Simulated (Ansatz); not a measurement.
# C₂H₈ClOSbSi: vertical ionisation energy

Aim: the vertical ionisation energy of C₂H₈ClOSbSi, as cation minus neutral at the neutral's geometry, on several levels, and how well −ε(HOMO) stands in for it.

Method: unrestricted cation, the program's frozen cores in correlated methods; program: Ansatz 0.2.0, Gaussian basis.

The runs, in order: UKS PBE-D4/def2-TZVPP; UKS r2SCAN-D4/def2-TZVPP; UKS PBE0-D4/def2-TZVPP; UKS B3LYP-D4/def2-TZVPP; UKS wB97X-V/def2-TZVPP; UKS wB97M-V/def2-TZVPP; UKS B2PLYP/def2-TZVPP; UHF-CCSD(T)/def2-TZVPP; UHF-MP2/def2-QZVPP; extrapolation to the limit; then −ε(HOMO) from the neutral's earlier runs with LDA (SPW92), PBE-D4, revPBE-D4, BLYP-D4, r2SCAN-D4, B97M-V, PBE0-D4, B3LYP-D4, r2SCANh-D4, r2SCAN0-D4, HSE06-D4, BHLYP-D4, CAM-B3LYP-D4, LC-ωPBE, ωB97X-V, ωB97M-V.

### 1 The relaxed structure

The geometry comes from an earlier relaxation with PBE0-D4 in a triple-zeta def2 set; it is a stationary point, not always the lowest conformer. Sb takes the def2 core potential; no spin-orbit term is included.

SMILES `CC[O][Sb]([SiH3])[Cl]`, 14 atoms, charge 0, spin multiplicity 1.

Atoms are counted from 1 here; the program's logs count them from 0.

Bond lengths: C1–C2 1.512 Å, C1–H7 1.093 Å, C1–H8 1.092 Å, C1–H9 1.092 Å, C2–O3 1.418 Å, C2–H10 1.100 Å, C2–H11 1.095 Å, O3–Sb4 1.956 Å, Sb4–Si5 2.591 Å, Sb4–Cl6 2.379 Å, Si5–H12 1.487 Å, Si5–H13 1.486 Å, Si5–H14 1.483 Å. Angles: C2–C1–H7 110.3°, C2–C1–H8 110.3°, C2–C1–H9 111.1°, H7–C1–H8 108.5°, H7–C1–H9 108.4°, H8–C1–H9 108.1°, C1–C2–O3 111.6°, C1–C2–H10 110.2°, C1–C2–H11 110.4°, O3–C2–H10 111.1°, O3–C2–H11 106.6°, H10–C2–H11 106.9°, C2–O3–Sb4 120.0°, O3–Sb4–Si5 89.2°, O3–Sb4–Cl6 100.1°, Si5–Sb4–Cl6 91.2°, Sb4–Si5–H12 109.8°, Sb4–Si5–H13 108.4° and more.

### 2 Cation, UKS PBE-D4/def2-TZVPP

Contents of in.yaml:

```yaml
crystal:
  periodic: [false, false, false]
  atoms:
    - {symbol: C, position_ang: [-0.455898, -0.908395, 2.133156]}
    - {symbol: C, position_ang: [0.835935, -0.556712, 1.431586]}
    - {symbol: O, position_ang: [0.624008, -0.275744, 0.057857]}
    - {symbol: Sb, position_ang: [0.414939, 1.574728, -0.540011]}
    - {symbol: Si, position_ang: [0.048930, 0.714003, -2.956365]}
    - {symbol: Cl, position_ang: [-1.928118, 1.850287, -0.230913]}
    - {symbol: H, position_ang: [-0.259547, -1.190607, 3.170994]}
    - {symbol: H, position_ang: [-0.942242, -1.747083, 1.631510]}
    - {symbol: H, position_ang: [-1.148468, -0.064049, 2.129712]}
    - {symbol: H, position_ang: [1.324652, 0.288934, 1.938307]}
    - {symbol: H, position_ang: [1.534409, -1.399323, 1.474388]}
    - {symbol: H, position_ang: [1.344316, 0.264468, -3.532825]}
    - {symbol: H, position_ang: [-0.489418, 1.830408, -3.776611]}
    - {symbol: H, position_ang: [-0.916398, -0.409915, -2.901984]}
basis:
  gaussian: {orbitals: def2-TZVPP}
total_charge: 1
magnetization: {spin_polarized: true, initial_magnetization: 1}
hamiltonian: {xc: pbe, dispersion: d4}
```

On the command line:

```sh
$ ansatz run in.yaml --threads 2 --pin off --events-out ev --progress --plain --max-ram 31744MiB --backend cuda --devices 0, --max-vram 18GiB
```

After this run come: Cation, UKS r2SCAN-D4/def2-TZVPP; Cation, UKS PBE0-D4/def2-TZVPP; Cation, UKS B3LYP-D4/def2-TZVPP; Cation, UKS wB97X-V/def2-TZVPP; Cation, UKS wB97M-V/def2-TZVPP; Cation, UKS B2PLYP (frozen core)/def2-TZVPP; Cation, UHF-CCSD(T)/def2-TZVPP; Cation, UHF-MP2/def2-QZVPP.

Before running them: what should the planned runs give, taken together? Wanted: ionisation energy, CCSD(T)/CBS; nearest functional by difference; nearest −ε(HOMO); −ε(HOMO) of PBE; T1 of the cation.

The runs gave:

| quantity | value |
| --- | --- |
| ionisation energy, CCSD(T)/CBS | 9.10 eV |
| nearest functional by difference | ωB97X-V (-0.12 eV) |
| nearest −ε(HOMO) | ωB97M-V (-0.07 eV) |
| −ε(HOMO) of PBE | 5.98 eV |
| T1 of the cation | 0.022 |

**Reading.** Energy differences with functionals land within 0.53 eV of the reference. −ε(HOMO) of PBE misses by 3.1 eV, since self-interaction lifts the level. Among orbital estimates ωB97M-V comes nearest. Hartree-Fock falls 0.81 eV short, as the neutral has more correlation energy than the cation. The cation may have settled in a state other than its lowest; no search over hole states beyond the program's own was made. Correlated methods include outer-core shells of Sb, which these sets cover unevenly. With outer-core shells in play the reference is unsure by up to some tenths of an eV, so close misses can't be ranked.
